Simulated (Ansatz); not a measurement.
**C3H5BClF: a ladder of functionals and wavefunction methods**

One table from this session's results is given with a row withheld; the runs are named, their logs left out.

Method: functionals in def2-TZVPP, the program's frozen cores in correlated methods; program: Ansatz 0.2.0, Gaussian basis.

The runs, in order: PBE-D4, r2SCAN-D4, PBE0-D4, B3LYP-D4, ωB97X-V, ωB97M-V, B2PLYP; CCSD(T)/def2-TZVPP; MP2/def2-QZVPP; extrapolation to the limit.

### Structure used throughout

The geometry comes from an earlier relaxation with PBE0-D4 in a triple-zeta def2 set; it is a stationary point, not always the lowest conformer.

SMILES `C=C(C)B(F)Cl`, 11 atoms, charge 0, spin multiplicity 1.

Atoms are counted from 1 here; the program's logs count them from 0.

Bond lengths: C1–C2 1.337 Å, C1–H7 1.087 Å, C1–H8 1.084 Å, C2–C3 1.498 Å, C2–B4 1.548 Å, C3–H9 1.093 Å, C3–H10 1.093 Å, C3–H11 1.092 Å, B4–F5 1.321 Å, B4–Cl6 1.759 Å. Angles: C2–C1–H7 121.8°, C2–C1–H8 121.4°, H7–C1–H8 116.8°, C1–C2–C3 122.2°, C1–C2–B4 117.1°, C3–C2–B4 120.7°, C2–C3–H9 111.0°, C2–C3–H10 111.0°, C2–C3–H11 111.4°, H9–C3–H10 106.3°, H9–C3–H11 108.5°, H10–C3–H11 108.5°, C2–B4–F5 121.4°, C2–B4–Cl6 122.0°, F5–B4–Cl6 116.6°.

The first run:

File in.yaml:

```yaml
crystal:
  periodic: [false, false, false]
  atoms:
    - {symbol: C, position_ang: [-0.279963, -1.188108, -0.890655]}
    - {symbol: C, position_ang: [-0.058309, -0.111733, -0.129290]}
    - {symbol: C, position_ang: [0.856334, -0.148224, 1.056018]}
    - {symbol: B, position_ang: [-0.791802, 1.194156, -0.521745]}
    - {symbol: F, position_ang: [-1.601101, 1.242930, -1.565054]}
    - {symbol: Cl, position_ang: [-0.594639, 2.684521, 0.391159]}
    - {symbol: H, position_ang: [0.195109, -2.143697, -0.684231]}
    - {symbol: H, position_ang: [-0.944942, -1.148001, -1.746322]}
    - {symbol: H, position_ang: [0.323757, 0.125731, 1.970850]}
    - {symbol: H, position_ang: [1.669129, 0.574962, 0.946644]}
    - {symbol: H, position_ang: [1.291827, -1.139637, 1.193230]}
basis:
  gaussian: {orbitals: def2-TZVPP}
hamiltonian: {xc: pbe, dispersion: d4}
output: {forces: true, orbitals: {seedname: orbitals}}
```

The run is started by

```
> ansatz run in.yaml --threads 4 --pin off --events-out ev --progress --plain --max-ram 10444MiB
```

Steps of the session up to this table: PBE-D4 (GGA); r2SCAN-D4 (meta-GGA); PBE0-D4 (hybrid); B3LYP-D4 (hybrid); ωB97X-V (range-separated); ωB97M-V (range-separated); B2PLYP (double hybrid); CCSD(T) in def2-TZVPP; MP2 in def2-QZVPP.

One table of the session follows, with a row left open; its other results are not shown here.

| method | atomisation energy (eV) |
| --- | --- |
| PBE-D4 | 49.614 |
| r2SCAN-D4 | 48.657 |
| PBE0-D4 | 48.763 |
| B3LYP-D4 | 48.276 |
| ωB97X-V | 48.279 |
| ωB97M-V | 48.486 |
| B2PLYP | 47.899 |
| HF/def2-TZVPP | 36.727 |
| MP2/def2-TZVPP | 48.318 |
| CCSD/def2-TZVPP | 46.347 |
| CCSD(T)/def2-TZVPP | ? |
| MP2/CBS | 49.370 |
| CCSD(T)/CBS | 48.152 |

**Question.** Estimate the row for CCSD(T)/def2-TZVPP.

The run gave: atomisation energy (eV): 47.099. In the column «atomisation energy (eV)» it lies between CCSD/def2-TZVPP (46.347) and B2PLYP (47.899).
